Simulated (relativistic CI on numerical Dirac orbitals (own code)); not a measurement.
# Eu¹⁶⁺: how the levels respond to the fine-structure constant and the nuclear radius

Aim: the factor q = dE/dx of each excitation energy, x = (α/α0)² − 1, by finite differences, and the field-shift factor by the mean square nuclear radius, for the lowest 30 levels.

Method: Dirac-Coulomb-Breit CI, KLI orbitals optimised for each configuration, derivatives by finite differences. Code: relativistic CI on numerical Dirac orbitals (own code) version 2.

## (1) The system

```
ion                 : Eu¹⁶⁺ (Eu XVII)
nuclear charge      : 63
electrons           : 47
isotope             : A = 153
first configuration : [Kr] 4d10 4f
```

The outer shells:

[Kr] 4d10 4f1
```
[Kr] core
4d [↑↓][↑↓][↑↓][↑↓][↑↓]
4f [↑ ][  ][  ][  ][  ][  ][  ]
```

## (2) Levels and derivatives

Settings, as recorded:

```ini
atom Eu  Z=63  charge=16  electrons=47
nucleus A=153  rms_radius_fm=5.1115
hamiltonian dirac-coulomb  breit=on  qed=off  c_scale=1
orbitals kli  potential=per-configuration
slater_scale 1
correlation none
mixing on
configurations
  [Kr] 4d10 4f
  [Kr] 4d10 5s
  [Kr] 4d10 5p
  [Kr] 4d9 4f2
  [Kr] 4d10 5d
  [Kr] 4d9 5s2
  [Kr] 4d10 5f
  [Kr] 4d9 5s 5p
end
derivatives alpha2 +-0.01 radius +-1%
```

Before running it: what results should come out? Wanted: lowest level; largest q in size, lowest 30 levels; largest K in size within the lowest configuration; largest field-shift factor among them.

The runs gave:

```
                                         quantity                    value
                                     lowest level                4f 2F°5/2
              largest q in size, lowest 30 levels  -150100 cm⁻¹ (5s 2S1/2)
largest K in size within the lowest configuration         1.83 (4f 2F°7/2)
            largest field-shift factor among them   155 GHz/fm² (5s 2S1/2)
```

In words: Among these levels the largest q belongs to 5s 2S1/2, a change of configuration. The fine-structure partner 2F°7/2 has K = 1.83, close to the 2 of an interval that scales as α². K = 2q/E, the relative sensitivity of a level, hangs on the computed energy: between configurations that lie close it can be off by a factor of several. Low levels that differ in the count of f electrons can be misplaced by several ten thousand cm⁻¹.
